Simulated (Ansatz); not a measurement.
**C₄H₈Si: a ladder of functionals and wavefunction methods**

Aim: compute C₄H₈Si with functionals from several rungs and with coupled cluster. The yardstick is the atomisation energy at the CCSD(T) limit.

Program: Ansatz 0.2.0, Gaussian basis. Level of theory: functionals in def2-TZVPP, the program's frozen cores in correlated methods. These are calculated values, not measurements.

The runs, in order: PBE-D4, r2SCAN-D4, PBE0-D4, B3LYP-D4, ωB97X-V, ωB97M-V, B2PLYP; CCSD(T)/def2-TZVPP; MP2/def2-QZVPP; extrapolation to the limit.

### Step 1. Structure used throughout

All runs share one geometry, relaxed beforehand with PBE0-D4 in a triple-zeta def2 set.

13 atoms, charge 0, spin multiplicity 1.

Atoms are counted from 1 here; the program's logs count them from 0.

Bond lengths: C1–C2 1.202 Å, C1–H6 1.064 Å, C2–C3 1.445 Å, C3–Si4 1.897 Å, C3–H7 1.095 Å, C3–H8 1.095 Å, Si4–C5 1.865 Å, Si4–H9 1.487 Å, Si4–H10 1.491 Å, C5–H11 1.093 Å, C5–H12 1.092 Å, C5–H13 1.092 Å. Angles: C2–C1–H6 178.8°, C1–C2–C3 177.1°, C2–C3–Si4 110.8°, C2–C3–H7 110.5°, C2–C3–H8 110.7°, Si4–C3–H7 108.8°, Si4–C3–H8 108.9°, H7–C3–H8 107.0°, C3–Si4–C5 110.7°, C3–Si4–H9 108.3°, C3–Si4–H10 107.6°, C5–Si4–H9 110.9°, C5–Si4–H10 110.8°, H9–Si4–H10 108.4°, Si4–C5–H11 111.0°, Si4–C5–H12 110.1°, Si4–C5–H13 110.9°, H11–C5–H12 108.2° and more.

### Step 2. PBE-D4 (GGA)

The input, in.yaml:

```yaml
crystal:
  periodic: [false, false, false]
  atoms:
    - {symbol: C, position_ang: [-1.754380, 1.011663, 1.704954]}
    - {symbol: C, position_ang: [-0.690119, 0.482380, 1.526680]}
    - {symbol: C, position_ang: [0.583226, -0.137012, 1.241023]}
    - {symbol: Si, position_ang: [1.043179, 0.078456, -0.586201]}
    - {symbol: C, position_ang: [-0.284557, -0.629976, -1.687211]}
    - {symbol: H, position_ang: [-2.694061, 1.477097, 1.884320]}
    - {symbol: H, position_ang: [0.551022, -1.206889, 1.473664]}
    - {symbol: H, position_ang: [1.373564, 0.300980, 1.859103]}
    - {symbol: H, position_ang: [1.232949, 1.529422, -0.851146]}
    - {symbol: H, position_ang: [2.343284, -0.615448, -0.809418]}
    - {symbol: H, position_ang: [-0.398744, -1.703906, -1.521364]}
    - {symbol: H, position_ang: [-1.242567, -0.148431, -1.478914]}
    - {symbol: H, position_ang: [-0.042398, -0.473334, -2.740689]}
basis:
  gaussian: {orbitals: def2-TZVPP}
hamiltonian: {xc: pbe, dispersion: d4}
output: {forces: true, orbitals: {seedname: orbitals}}
```

Run with:

```console
$ ansatz run in.yaml --threads 4 --pin off --events-out ev --progress --plain --max-ram 10444MiB
```

After this run come: r2SCAN-D4 (meta-GGA); PBE0-D4 (hybrid); B3LYP-D4 (hybrid); ωB97X-V (range-separated); ωB97M-V (range-separated); B2PLYP (double hybrid); CCSD(T) in def2-TZVPP; MP2 in def2-QZVPP.

Q: Predict the results of all the runs planned. Wanted: atomisation energy, CCSD(T)/CBS; farthest; mean size of error, hybrid; mean size of error, range-separated; gap, smallest and largest; T1 diagnostic; triples share of the correlation energy.

**Answer**, as computed:

| quantity | value |
| --- | --- |
| atomisation energy, CCSD(T)/CBS | 5095.3 kJ/mol |
| functionals within 25.5 kJ/mol (0.5 %) | r2SCAN-D4, PBE0-D4, B3LYP-D4, ωB97X-V, ωB97M-V |
| farthest | PBE-D4 (+88.2 kJ/mol) |
| mean size of error, hybrid | 16.0 kJ/mol |
| mean size of error, range-separated | 11.7 kJ/mol |
| gap, smallest and largest | 6.14 eV (PBE-D4), 12.44 eV (ωB97X-V) |
| T1 diagnostic | 0.0111 |
| triples share of the correlation energy | 4.2 % |

In words: PBE-D4 is off by +88.2 kJ/mol. Double hybrids carry the basis error of their MP2 part in triple zeta, and no dispersion term here, so their miss is partly the set-up's. Misses under about 25.5 kJ/mol are within the doubt on the reference itself, which lacks core-valence correlation, relativity and higher excitations. Hartree-Fock recovers 75 % of the binding; the rest is correlation. Orbital gaps span 6.1 to 12.4 eV; exact exchange widens them.
